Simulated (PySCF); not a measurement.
# C6H7NS: the cost of one run

Programs: PySCF 2.14.0, with routines of our own; each step states its level. All values are computed. Atoms count from 0.

## 1. The starting structure

15 atoms, charge 1, multiplicity 2; geometry from: GFN2-xTB.

## 2. Open-shell or spin-flip excitations: unrestricted TDDFT CAM-B3LYP/def2-SVP

What the job is given:

```
{"job": {"kind": "uabs", "xc": "CAM-B3LYP", "basis": "def2-SVP", "nstates": 10, "tda": false}, "charge": 1, "multiplicity": 2}
N     -1.862421    -1.029556    -0.004106
C     -0.646965    -0.472490    -0.029566
C      0.490303    -1.307510    -0.131765
C      1.756637    -0.795523    -0.072597
C      1.956863     0.590033     0.085179
C      0.876365     1.434793     0.156024
C     -0.431562     0.943636     0.067102
S     -1.688376     2.144851     0.075642
H     -1.944327    -2.034413    -0.054472
H     -2.706112    -0.507866     0.178098
H      0.333100    -2.370095    -0.236837
H      2.609267    -1.453258    -0.135133
H      2.958451     0.986606     0.131714
H      1.019802     2.499931     0.254973
H     -2.725440     1.378850    -0.306168
```

With the program's defaults for keys left out, this is: unrestricted TDDFT CAM-B3LYP/def2-SVP, vertical, gas phase, core orbitals frozen in the response.

On the command line:

```sh
> OMP_NUM_THREADS=1 python excited_run.py task.json out
```

The driver reads the jobs from task.json and runs them one after another.

**Question.** How long does this first job take on 1 thread of Arm Neoverse V2, shared host, and how much memory does it need?

About 61 s, with a peak of 0.65 GiB.
